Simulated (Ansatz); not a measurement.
**BGeH₇InNOS: how energies converge with the basis set**

How large a basis does BGeH₇InNOS need? Two functionals are run in growing sets.

Program: Ansatz 0.2.0, Gaussian basis. Level of theory: one geometry, several basis sets. These are calculated values, not measurements.

Levels to be run: PBE0-D4/def2-SVP; ωB97M-V/def2-SVP; PBE0-D4/def2-QZVPP; ωB97M-V/def2-QZVPP; the functionals' def2-TZVPP values are taken from earlier runs.

## 1. Structure used throughout

An earlier PBE0-D4 in a triple-zeta def2 set relaxation fixed the geometry. In takes the def2 core potential; no spin-orbit term is included.

SMILES `OB[N]([InH2])[GeH2][SH]`, 13 atoms, charge 0, spin multiplicity 1.

Atoms are counted from 1 here; the program's logs count them from 0.

Bond lengths: O1–B2 1.371 Å, O1–H7 0.961 Å, B2–N3 1.409 Å, B2–H8 1.207 Å, N3–In4 2.140 Å, N3–Ge5 1.808 Å, In4–H9 1.715 Å, In4–H10 1.714 Å, Ge5–S6 2.304 Å, Ge5–H11 1.535 Å, Ge5–H12 1.537 Å, S6–H13 1.345 Å. Angles: B2–O1–H7 114.1°, O1–B2–N3 124.5°, O1–B2–H8 114.4°, N3–B2–H8 121.1°, B2–N3–In4 132.5°, B2–N3–Ge5 120.5°, In4–N3–Ge5 105.0°, N3–In4–H9 112.5°, N3–In4–H10 113.1°, H9–In4–H10 131.0°, N3–Ge5–S6 97.8°, N3–Ge5–H11 116.7°, N3–Ge5–H12 116.1°, S6–Ge5–H11 109.2°, S6–Ge5–H12 101.6°, H11–Ge5–H12 112.8°, Ge5–S6–H13 93.8°.

## 2. PBE0-D4 in def2-SVP

Contents of in.yaml:

```yaml
crystal:
  periodic: [false, false, false]
  atoms:
    - {symbol: O, position_ang: [0.853499, -1.526436, 2.225617]}
    - {symbol: B, position_ang: [0.379481, -1.534965, 0.939158]}
    - {symbol: N, position_ang: [0.348830, -0.408434, 0.092915]}
    - {symbol: In, position_ang: [0.619335, 1.682518, 0.458478]}
    - {symbol: Ge, position_ang: [-0.440425, -0.501589, -1.530614]}
    - {symbol: S, position_ang: [-1.288939, 1.639945, -1.588459]}
    - {symbol: H, position_ang: [1.161552, -0.666556, 2.523715]}
    - {symbol: H, position_ang: [-0.027930, -2.607428, 0.564747]}
    - {symbol: H, position_ang: [-0.151675, 2.201876, 1.899890]}
    - {symbol: H, position_ang: [1.924318, 2.357663, -0.425097]}
    - {symbol: H, position_ang: [-1.591239, -1.505514, -1.680890]}
    - {symbol: H, position_ang: [0.503868, -0.493142, -2.743726]}
    - {symbol: H, position_ang: [-2.290654, 1.362051, -0.735723]}
basis:
  gaussian: {orbitals: def2-SVP}
hamiltonian: {xc: pbe0, dispersion: d4}
output: {orbitals: {seedname: orbitals}}
```

Started as:

```console
$ ansatz run in.yaml --threads 2 --pin off --events-out ev --progress --plain --max-ram 32768MiB --backend cpu
```

Further steps of the session: ωB97M-V in def2-SVP; PBE0-D4 in def2-QZVPP; ωB97M-V in def2-QZVPP.

**Question.** What will the summary of the whole plan be? Wanted: PBE0-D4: double and triple zeta above quadruple; ωB97M-V: double and triple zeta above quadruple.

As calculated:

| quantity | value |
| --- | --- |
| PBE0-D4: double and triple zeta above quadruple | 17.98, 1.85 eV |
| ωB97M-V: double and triple zeta above quadruple | 18.03, 1.79 eV |

In words: PBE0-D4 gains 16.12 eV from double to triple zeta, then 1.85 eV more. These are total energies; as a rule much of such shifts cancels in differences, which this series doesn't test.
